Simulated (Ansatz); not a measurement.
# CH7Ge (doublet): the correlation ladder at distance C1–H5 along a hydrogen transfer = 1.591 Å, cc-pVDZ

How much of the correlation energy of CH7Ge (doublet) does each wave-function method recover here?

Program: Ansatz 0.2.0, Gaussian basis. Level of theory: cc-pVDZ, core rule «outside noble gas», up to 15 orbitals frozen. These are calculated values, not measurements.

To be run: UHF; CCSD(T) on ROHF; CCSD(T) on UHF; BCCD(T) on ROHF; CISD; CCSDT(Q) on ROHF; CCSDT(Q) on UHF; CASSCF and MRCISD+Q, 3 electrons in 3 orbitals; CASSCF and NEVPT2, 3 electrons in 3 orbitals; CASSCF and MRCISD+Q, 9 electrons in 9 orbitals; CASSCF and NEVPT2, 9 electrons in 9 orbitals.

## 1. The system

The geometry derives from fragments relaxed apart (PBE0/def2-TZVP) and kept rigid, so it is no stationary point. A hydrogen atom is moved between rigid fragments. No spin-orbit coupling is included. The filled d shell of Ge may be among the frozen orbitals whatever the setting's name suggests; the logs give the count.

9 atoms, charge 0, spin multiplicity 2.

Atoms are counted from 1 here; the program's logs count them from 0.

Bond lengths: C1–H2 1.090 Å, C1–H3 1.090 Å, C1–H4 1.090 Å, H5–Ge6 1.731 Å, Ge6–H7 1.539 Å, Ge6–H8 1.539 Å, Ge6–H9 1.539 Å. Angles: H2–C1–H3 109.5°, H2–C1–H4 109.5°, H3–C1–H4 109.5°, H5–Ge6–H7 107.7°, H5–Ge6–H8 107.7°, H5–Ge6–H9 107.7°, H7–Ge6–H8 111.2°, H7–Ge6–H9 111.2°, H8–Ge6–H9 111.2°.

## 2. UHF

in.yaml

```yaml
crystal:
  periodic: [false, false, false]
  atoms:
    - {symbol: C, position_ang: [-2.761836, 0.000000, 0.000000]}
    - {symbol: H, position_ang: [-3.125042, 1.027301, 0.000000]}
    - {symbol: H, position_ang: [-3.125042, -0.513650, 0.889668]}
    - {symbol: H, position_ang: [-3.125042, -0.513650, -0.889669]}
    - {symbol: H, position_ang: [-1.170836, 0.000000, 0.000000]}
    - {symbol: Ge, position_ang: [0.560164, 0.000000, 0.000000]}
    - {symbol: H, position_ang: [1.028832, -1.465915, 0.000000]}
    - {symbol: H, position_ang: [1.028832, 0.732957, -1.269519]}
    - {symbol: H, position_ang: [1.028832, 0.732957, 1.269520]}
basis:
  gaussian: {orbitals: cc-pVDZ}
magnetization: {spin_polarized: true, initial_magnetization: 1}
hamiltonian: {xc: hf}
output: {orbitals: {seedname: orbitals}}
```

Launch:

```console
$ ansatz run in.yaml --threads 1 --pin off --events-out ev --progress --plain --max-ram 2816MiB --backend cpu
```

The runs that follow: CCSD(T) on ROHF; CCSD(T) on UHF; BCCD(T) on ROHF; CISD; CCSDT(Q) on ROHF; CCSDT(Q) on UHF; CASSCF and MRCISD+Q, 3 electrons in 3 orbitals; CASSCF and NEVPT2, 3 electrons in 3 orbitals; CASSCF and MRCISD+Q, 9 electrons in 9 orbitals; CASSCF and NEVPT2, 9 electrons in 9 orbitals.

**Question.** What will the summary of the whole plan be? Wanted: UCCSDT(Q) below the RHF energy; RMP2 from UCCSDT(Q); UMP2 from UCCSDT(Q); RCCSD from UCCSDT(Q); RCCSD(T) from UCCSDT(Q); UCCSD(T) from UCCSDT(Q); RCCSDT(Q) from UCCSDT(Q); NEVPT2 pair from UCCSDT(Q); MRCISD+Q pair from UCCSDT(Q).

**Answer**, as computed:

```
                         quantity                                                   value
   UCCSDT(Q) below the RHF energy                                              -8.8113 eV
              RMP2 from UCCSDT(Q)                                             +1632.9 meV
              UMP2 from UCCSDT(Q)                                             +1659.6 meV
             RCCSD from UCCSDT(Q)                                              +238.2 meV
          RCCSD(T) from UCCSDT(Q)                                               +41.7 meV
          UCCSD(T) from UCCSDT(Q)                                               +42.2 meV
         RCCSDT(Q) from UCCSDT(Q)                                                +1.5 meV
       NEVPT2 pair from UCCSDT(Q)                                             +1563.3 meV
     MRCISD+Q pair from UCCSDT(Q)                                              +123.0 meV
 MRCISD+Q frontier from UCCSDT(Q)                                               +49.3 meV
levels within 1 kcal/mol (43 meV)  RCCSD(T), UCCSD(T), BCCD(T), RCCSDT, UCCSDT, RCCSDT(Q)
                    T1 diagnostic                                                   0.025
```

RCCSD(T) misses by +41.7 meV, 0.5 % of the correlation energy. Of the multireference levels listed MRCISD+Q frontier comes nearest in total energy (+49.3 meV), which doesn't show that its space is the better one. These misses are within one basis, not against nature; the frozen cores of restricted and unrestricted runs differ, which can shift their rows.
